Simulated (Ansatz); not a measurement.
# GaCF (triplet): the correlation ladder, cc-pVDZ

One table from this session's results is given with a row withheld; the runs are named, their logs left out.

Computed with Ansatz 0.2.0, Gaussian basis. Level: cc-pVDZ, core rule «outside noble gas», up to 16 orbitals frozen.

The runs, in order: UHF; CCSD(T) on ROHF; CCSD(T) on UHF; BCCD(T) on ROHF; CISD as a restricted active space (open shells left free, so some higher excitations enter); CCSDT(Q) on ROHF; CCSDT(Q) on UHF.

17 further runs of the same task are left out: 2 for a known fault of the program, 6 that didn't finish, 9 set aside as unsound or not needed. Runs told in other sessions of the task aren't counted.

**The geometry**

The geometry is a PBE0/def2-TZVP stationary point (not a proven minimum) of the parent state, kept for this charge and spin. No spin-orbit coupling is included. The filled d shell of Ga may be among the frozen orbitals whatever the setting's name suggests.

3 atoms, charge 0, spin multiplicity 3.

Atoms are counted from 1 here; the program's logs count them from 0.

Bond lengths: F1–C2 1.285 Å, C2–Ga3 1.971 Å. Angles: F1–C2–Ga3 140.9°.

Set-up of the first run:

Input file in.yaml:

```yaml
crystal:
  periodic: [false, false, false]
  atoms:
    - {symbol: F, position_ang: [0.000000, -0.164264, 2.265255]}
    - {symbol: C, position_ang: [0.000000, 0.407076, 1.113784]}
    - {symbol: Ga, position_ang: [0.000000, -0.025365, -0.809110]}
basis:
  gaussian: {orbitals: cc-pVDZ}
magnetization: {spin_polarized: true, initial_magnetization: 2}
hamiltonian: {xc: hf}
output: {orbitals: {seedname: orbitals}}
```

The run is started by

```console
$ ansatz run in.yaml --threads 1 --pin off --events-out ev --progress --plain --max-ram 2393MiB
```

Among the steps run: UHF; CCSD(T) on ROHF; CCSD(T) on UHF; BCCD(T) on ROHF; CISD as a restricted active space (open shells left free, so some higher excitations enter); CCSDT(Q) on ROHF; CCSDT(Q) on UHF.

One of the session's tables, all rows but one given; the rest of the session is left out.

```
   method  from UCCSDT(Q) (meV)
     ROHF                     ?
      UHF               +9533.9
     RMP2               +1112.3
     UMP2               +1147.4
    RCCSD                +320.2
    UCCSD                +317.3
 RCCSD(T)                 +66.4
 UCCSD(T)                 +68.2
  BCCD(T)                 +60.2
   RCCSDT                 +25.0
   UCCSDT                 +23.9
RCCSDT(Q)                  +5.3
UCCSDT(Q)                     0
```

**Question.** Estimate the row for ROHF.

**Answer.** from UCCSDT(Q) (meV): +9813.1. In the column «from UCCSDT(Q) (meV)» it is the highest.

Not comparable, so not listed: CISD as a restricted active space (open shells left free, so some higher excitations enter) (they don't share determinant, frozen orbitals or solution with the rows shown, or repeat one).

To keep in mind: Restricted and unrestricted rows rest on different reference determinants; a gap between their highest levels can come from leftover correlation error, from unlike frozen cores or from another state.
